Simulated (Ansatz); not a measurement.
# HPbNO4 (P2_1) in Ansatz: convergence with k mesh

Aim: find how far k mesh must go before the results for HPbNO4 settle, at PBE. This setting moves, with any that are tied to it; all else stays.

Everything below comes from runs of Ansatz 0.2.0. Logs are shortened: lines on timing, memory, paths and dates and some standing lists are left out, and cuts for length are marked.

### Step 1. The structure

Symmetry: P2_1, No. 4, monoclinic system. The conventional cell has a = 6.435 Å, b = 4.111 Å, c = 8.338 Å, α = 90.00°, β = 112.11°, γ = 90.00°. H (site symmetry 1) has 1 O at 0.99 Å as nearest neighbours. Pb (site symmetry 1) is surrounded by 4 O at 2.40 to 2.69 Å. N (site symmetry 1) has 3 O at 1.25 to 1.29 Å as nearest neighbours. O (site symmetry 1) is surrounded by 1 H at 0.99 Å. O (site symmetry 1) is surrounded by 1 N at 1.25 Å. O (site symmetry 1) is surrounded by 1 N at 1.26 Å. Around O (site symmetry 1) lie 1 N at 1.29 Å.

The cell was built by a generator and needn't be a form met in nature.

### Step 2. With k mesh 2 × 2 × 1

input.yaml

```yaml
crystal:
  lattice:
    - [6.43453, 0.0, 0.00872]
    - [0.0, 4.11089, 0.0]
    - [-3.14884, 0.0, 7.72026]
  atoms:
    - { symbol: H, position: [0.29356, 0.09662, 0.51195] }
    - { symbol: H, position: [0.70644, 0.59662, 0.48805] }
    - { symbol: Pb, position: [0.98504, 0.60505, 0.29264] }
    - { symbol: Pb, position: [0.01496, 0.10504, 0.70736] }
    - { symbol: "N", position: [0.5923, 0.36587, 0.7929] }
    - { symbol: "N", position: [0.4077, 0.86587, 0.2071] }
    - { symbol: O, position: [0.12824, 0.09198, 0.45672] }
    - { symbol: O, position: [0.41419, 0.4619, 0.80564] }
    - { symbol: O, position: [0.78042, 0.46544, 0.89401] }
    - { symbol: O, position: [0.58396, 0.16262, 0.67325] }
    - { symbol: O, position: [0.87176, 0.59198, 0.54328] }
    - { symbol: O, position: [0.58581, 0.9619, 0.19436] }
    - { symbol: O, position: [0.21958, 0.96544, 0.10599] }
    - { symbol: O, position: [0.41604, 0.66262, 0.32675] }
hamiltonian:
  xc: pbe
  pseudopotentials: { kind: paw }
kpoints:
  mp_grid: { grid: [2, 2, 1] }
scf:
  occupations: { method: fermi_dirac, width: 0.05 }
output:
  forces: true
  stress: true
  eigenvalues: true
```

Potentials or basis: Ansatz PAW.

Command:

```bash
ansatz run input.yaml --threads 8 --pin off --max-ram 20480MiB --backend cpu --events-out ev --progress --plain --runs-dir out
```

Standard output:

```text
Warning: the atoms were moved onto the symmetric positions of the space group found under crystal.symmetry.tolerance 1.0e-5 (fractional; no operation is sought that the atoms, as they stand in a round, miss by more than twice it, and no atom is moved by as much as it), and the run uses the moved positions. Before a round's move an operation carried an atom to 4.11e-5 Å from where it should land, the largest such distance. Atom 2 (counting from 0) moved farthest, by 2.06e-5 Å; the longest move in fractions of the cell, of whichever atom, is 0.50 of the tolerance, in 1 round. To run the atoms as typed, lower crystal.symmetry.tolerance until the operations that they miss are no longer found, or set crystal.symmetry.detect: false (a key that needs symmetry detection or time reversal refuses this as the deck is read). The positions used, in the order of the run's atom list: position: [0.29356, 0.09662, 0.51195]; position: [0.70644, 0.59662, 0.48805]; position: [0.98504, 0.6050449999999999, 0.29264]; position: [0.01496, 0.10504499999999992, 0.70736]; position: [0.5923, 0.36587, 0.7929]; position: [0.4077, 0.86587, 0.2071]; position: [0.12824, 0.09198, 0.45672]; position: [0.41419, 0.4619, 0.80564]; position: [0.78042, 0.46544, 0.89401]; position: [0.58396, 0.16262, 0.67325]; position: [0.87176, 0.59198, 0.54328]; position: [0.58581, 0.9619, 0.19436]; position: [0.21958, 0.96544, 0.10599]; position: [0.41604, 0.66262, 0.32675];
Warning: RAYON_NUM_THREADS=8 ignored (pool sized by the plan → 8); use --threads N
Engine: ansatz 0.2.0, aarch64-unknown-linux-gnu
Pseudopotentials: kind: paw
Pseudopotential: H, paw, valence charge 1, recommended cutoff 420 eV (normal), H.paw.azcp
Pseudopotential: Pb, paw, valence charge 14, recommended cutoff 420 eV (normal), Pb.paw.azcp
[... 78 lines left out ...]
       -0.004895       0.000000      -0.023215
  P = ⅓ Tr σ = 0.0269 GPa (0.269 kbar)
--- Band table (eV) ---
  k-point 0: bands = ["-22.6308", "-22.6169", "-17.3031", "-17.2934", "-16.9987", "-16.9519", "-15.1810", "-14.9384", "-12.2765", "-12.2666", "-12.2595", "-12.2508", "-12.2327", "-12.2244", "-12.2207", "-12.2131", "-12.1675", "-11.9618", "-6.8461", "-6.6464", "-4.9356", "-4.5908", "-4.5430", "-4.5061", "-4.2794", "-4.2236", "-3.4825", "-3.3538", "-1.6934", "-0.7190", "-0.2152", "0.2412", "0.5770", "0.9199", "1.0187", "1.0663", "1.1257", "1.2323", "1.2466", "1.4033", "1.5556", "2.5322", "2.6130", "2.6698", "6.2122", "6.3830", "7.3923", "7.5819", "8.7037", "8.9099", "9.1003", "9.7271", "9.9985"]
  k-point 1: bands = ["-22.6056", "-22.6056", "-17.2910", "-17.2910", "-17.0041", "-17.0041", "-15.0492", "-15.0492", "-12.2595", "-12.2595", "-12.2421", "-12.2421", "-12.2301", "-12.2301", "-12.1729", "-12.1729", "-12.0069", "-12.0069", "-6.6780", "-6.6780", "-4.8286", "-4.8286", "-4.5498", "-4.5498", "-4.3194", "-4.3194", "-3.4937", "-3.4937", "-2.1207", "-2.1207", "0.1743", "0.1743", "0.7752", "0.7752", "1.1205", "1.1205", "1.2188", "1.2188", "1.6298", "1.6298", "2.1044", "2.1044", "2.6386", "2.6386", "6.1675", "6.1675", "7.4621", "7.4621", "8.6240", "8.6240", "9.3107", "9.3107", "11.4381"]
  k-point 2: bands = ["-22.6275", "-22.6184", "-17.3103", "-17.2951", "-16.9940", "-16.9568", "-15.1853", "-14.9319", "-12.2765", "-12.2676", "-12.2652", "-12.2502", "-12.2341", "-12.2212", "-12.2202", "-12.2119", "-12.1681", "-11.9615", "-6.6801", "-6.6509", "-4.8415", "-4.7590", "-4.5826", "-4.4261", "-4.3469", "-4.1107", "-3.8342", "-3.3308", "-1.5886", "-1.3273", "0.2946", "0.4537", "0.7071", "0.8961", "0.9355", "1.0543", "1.1996", "1.2119", "1.3625", "1.4914", "1.7009", "2.2309", "2.5238", "2.8327", "6.4630", "6.4657", "6.7577", "7.2778", "8.2041", "8.6901", "9.4685", "9.9756", "10.4786"]
  k-point 3: bands = ["-22.6049", "-22.6049", "-17.2933", "-17.2933", "-17.0039", "-17.0039", "-15.0501", "-15.0501", "-12.2614", "-12.2614", "-12.2441", "-12.2441", "-12.2315", "-12.2315", "-12.1734", "-12.1734", "-12.0044", "-12.0044", "-6.6205", "-6.6205", "-4.8638", "-4.8638", "-4.5951", "-4.5951", "-4.2786", "-4.2786", "-3.4630", "-3.4630", "-2.2485", "-2.2485", "0.3951", "0.3951", "0.7049", "0.7049", "0.9854", "0.9854", "1.2997", "1.2997", "1.5874", "1.5874", "2.0717", "2.0717", "2.7506", "2.7506", "6.1517", "6.1517", "7.4257", "7.4257", "8.6674", "8.6674", "9.2767", "9.2767", "11.4280"]
```

Run time: 0.68 s. Hardware: 8 threads of Arm Neoverse V1, shared host; peak memory 0.53 GiB.

What came out:

| Property | Result |
| --- | --- |
| Free energy | -29143.2808 eV |
| Pressure | 0.0 GPa |
| Largest force | 0.066 eV/Å |
| Band gap on the k mesh | 3.32 eV, indirect (least direct gap 3.40 eV) |

### Step 3. With k mesh 2 × 3 × 2

Edit input.yaml of step 2 so:

```diff
@@ -24,3 +24,3 @@
 kpoints:
-  mp_grid: { grid: [2, 2, 1] }
+  mp_grid: { grid: [2, 3, 2] }
 scf:
```

Potentials or basis: Ansatz PAW.

Command:

```bash
ansatz run input.yaml --threads 8 --pin off --max-ram 20480MiB --backend cpu --events-out ev --progress --plain --runs-dir out
```

Run time: 1.3 s. Hardware: 8 threads of Arm Neoverse V1, shared host; peak memory 0.65 GiB.

What came out:

```
Free energy            : -29143.2902 eV
Pressure               : 0.0 GPa
Largest force          : 0.007 eV/Å
Band gap on the k mesh : 3.33 eV, indirect (least direct gap 3.41 eV)
```

### Step 4. With k mesh 3 × 4 × 2

Edit input.yaml of step 3 so:

```diff
@@ -24,3 +24,3 @@
 kpoints:
-  mp_grid: { grid: [2, 3, 2] }
+  mp_grid: { grid: [3, 4, 2] }
 scf:
```

Command:

```bash
ansatz run input.yaml --threads 8 --pin off --max-ram 20480MiB --backend cpu --events-out ev --progress --plain --runs-dir out
```

Wall time 1.9 s (8 threads of Arm Neoverse V1, shared host); peak memory 0.74 GiB.

Results:

```yaml
Free_energy: -29143.2901 eV
Pressure: 0.0 GPa
Largest_force: 0.007 eV/Å
Band_gap_on_the_k_mesh: 3.34 eV, indirect (least direct gap 3.42 eV)
```

### Step 5. With k mesh 4 × 5 × 3

Edit input.yaml of step 4 so:

```diff
@@ -24,3 +24,3 @@
 kpoints:
-  mp_grid: { grid: [3, 4, 2] }
+  mp_grid: { grid: [4, 5, 3] }
 scf:
```

Command:

```bash
ansatz run input.yaml --threads 8 --pin off --max-ram 20480MiB --backend cpu --events-out ev --progress --plain --runs-dir out
```

It took 3.3 s on 8 threads of Arm Neoverse V1, shared host; peak memory 0.82 GiB.

Results:

```
Free energy            : -29143.2901 eV
Pressure               : 0.0 GPa
Largest force          : 0.007 eV/Å
Band gap on the k mesh : 3.30 eV, indirect (least direct gap 3.39 eV)
```

### Step 6. With k mesh 4 × 6 × 3

Edit input.yaml of step 5 so:

```diff
@@ -24,3 +24,3 @@
 kpoints:
-  mp_grid: { grid: [4, 5, 3] }
+  mp_grid: { grid: [4, 6, 3] }
 scf:
```

Potentials or basis: Ansatz PAW.

Command:

```bash
ansatz run input.yaml --threads 8 --pin off --max-ram 20480MiB --backend cpu --events-out ev --progress --plain --runs-dir out
```

Wall time 4.1 s (8 threads of Arm Neoverse V1, shared host); peak memory 0.89 GiB.

Results (log left out):

```
Free energy            : -29143.2904 eV
Pressure               : 0.0 GPa
Largest force          : 0.007 eV/Å
Band gap on the k mesh : 3.30 eV, indirect (least direct gap 3.39 eV)
```

### Step 7. With k mesh 5 × 7 × 4

Edit input.yaml of step 6 so:

```diff
@@ -24,3 +24,3 @@
 kpoints:
-  mp_grid: { grid: [4, 6, 3] }
+  mp_grid: { grid: [5, 7, 4] }
 scf:
```

Command:

```bash
ansatz run input.yaml --threads 8 --pin off --max-ram 20480MiB --backend cpu --events-out ev --progress --plain --runs-dir out
```

Run time: 6.7 s. Hardware: 8 threads of Arm Neoverse V1, shared host; peak memory 0.93 GiB.

Results (log left out):

```
Free energy            : -29143.2901 eV
Pressure               : 0.0 GPa
Largest force          : 0.007 eV/Å
Band gap on the k mesh : 3.30 eV, indirect (least direct gap 3.38 eV)
```

### Step 8. With k mesh 6 × 9 × 5

Edit input.yaml of step 7 so:

```diff
@@ -24,3 +24,3 @@
 kpoints:
-  mp_grid: { grid: [5, 7, 4] }
+  mp_grid: { grid: [6, 9, 5] }
 scf:
```

Command:

```bash
ansatz run input.yaml --threads 8 --pin off --max-ram 20480MiB --backend cpu --events-out ev --progress --plain --runs-dir out
```

It took 12 s on 8 threads of Arm Neoverse V1, shared host; peak memory 1.2 GiB.

It converged, with:

```
Free energy            : -29143.2902 eV
Pressure               : 0.0 GPa
Largest force          : 0.007 eV/Å
Band gap on the k mesh : 3.30 eV, indirect (least direct gap 3.38 eV)
```

### Step 9. With k mesh 8 × 11 × 6

Edit input.yaml of step 8 so:

```diff
@@ -24,3 +24,3 @@
 kpoints:
-  mp_grid: { grid: [6, 9, 5] }
+  mp_grid: { grid: [8, 11, 6] }
 scf:
```

Potentials or basis: Ansatz PAW.

Command:

```bash
ansatz run input.yaml --threads 8 --pin off --max-ram 20480MiB --backend cpu --events-out ev --progress --plain --runs-dir out
```

It took 23 s on 8 threads of Arm Neoverse V1, shared host; peak memory 1.6 GiB.

It converged, with:

```
Free energy            : -29143.2902 eV
Pressure               : 0.0 GPa
Largest force          : 0.007 eV/Å
Band gap on the k mesh : 3.29 eV, indirect (least direct gap 3.38 eV)
```

### Step 10. Summary

```tsv
k mesh	energy less the tightest run, at zero smearing (meV/atom)	largest force (eV/Å)	gap on the mesh (eV)	SCF cycles	CPU time (s)	peak memory (GiB)
2 × 2 × 1	0.68	0.066	3.319	9	4	0.53
2 × 3 × 2	0.00	0.007	3.329	9	8.5	0.65
3 × 4 × 2	0.01	0.007	3.344	9	13	0.74
4 × 5 × 3	0.01	0.007	3.297	9	25	0.82
4 × 6 × 3	-0.01	0.007	3.301	9	31	0.89
5 × 7 × 4	0.01	0.007	3.297	9	51	0.93
6 × 9 × 5	0.00	0.007	3.297	9	92	1.2
8 × 11 × 6	0.00	0.007	3.294	9	180	1.6
```

Against the tightest run, the energy stays within 1 meV/atom from 2 × 2 × 1 on; the largest force stays within 0.005 eV/Å from 2 × 3 × 2 on; the gap on the mesh stays within 0.01 eV from 4 × 5 × 3 on. Meshes of other sizes hit other points, so gaps and Fermi surfaces needn't settle smoothly. The tightest run that finished is the yardstick and may itself not be fully converged.

Caveats: odd divisions of the mesh miss points on the zone boundary, where band edges often lie, so the gap on the mesh can be too wide; spin-orbit coupling is left out, which as a rule narrows the gap of such compounds by several tenths of an eV.
